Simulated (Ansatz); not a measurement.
What does this script print? It uses the Python package of Ansatz (0.2.0).

The script, `torsion.py`:
```python
"""Rigid torsion scan of BClH6Si2."""

import ansatz as az
from ase import Atoms


def main() -> None:
    atoms = Atoms(["Si", "Si", "B", "Cl", "H", "H", "H", "H", "H", "H"], positions=[
        (-1.2472, 0.7028, 0.6074),
        (0.5128, -0.5573, 0.5196),
        (1.3075, -0.4006, -1.242),
        (0.462, -0.8517, -2.7406),
        (-0.8998, 2.1369, 0.3393),
        (-1.9281, 0.6475, 1.9166),
        (-2.2163, 0.323, -0.4407),
        (0.1645, -1.9349, 0.7509),
        (1.4759, -0.1091, 1.5948),
        (2.4518, -0.0077, -1.3023),
    ])

    # relax first, so that the scan starts from a minimum
    first = (
        az.Crystal.molecule_from_ase(atoms).calculation()
        .basis(gaussian="def2-SVP")  # the orbital basis, by name
        .functional("hf")
        .relax(force_tolerance=0.02, max_steps=80)  # relax until the tolerances are met
    )
    atoms.positions = first.run().report["positions_ang"]

    start = atoms.get_dihedral(2, 1, 0, 4)
    energies = {}
    for turn in range(0, 121, 15):
        turned = atoms.copy()
        turned.set_dihedral(2, 1, 0, 4, start + turn, indices=[0, 4, 5, 6])
        base = az.Crystal.molecule_from_ase(turned).calculation().basis(gaussian="def2-SVP").functional("hf")
        energies[round((start + turn) % 360)] = base.run().report["free_energy_ev"]
    floor = min(energies.values())
    print("dihedral B2-Si1-Si0-H4 (deg)   E - E(min) (kcal/mol)")
    for angle, e in sorted(energies.items()):
        print(f"{angle:8d} {23.060548 * (e - floor):14.3f}  " + "#" * int(30 * (e - floor) / max(max(energies.values()) - floor, 1e-9)))


if __name__ == "__main__":
    main()
```

```console
$ python torsion.py
dihedral B2-Si1-Si0-H4 (deg)   E - E(min) (kcal/mol)
       2          0.973  ##############################
      17          0.855  ##########################
      32          0.518  ###############
      47          0.168  #####
      62          0.004
     302          0.000
     317          0.112  ###
     332          0.439  #############
     347          0.798  ########################
```

The scan is rigid and the energies are electronic, in a modest basis. With rigid groups the curve can differ much from the relaxed path, the start wasn't checked as a minimum of this torsion, and equivalent turns needn't return to the same energy. The whole script took 23 s on 1 thread of Arm Neoverse V2 (shared host), peak memory 0.26 GiB.

(A comment or docstring line of the script was reworded after the run, the code is as it ran.)
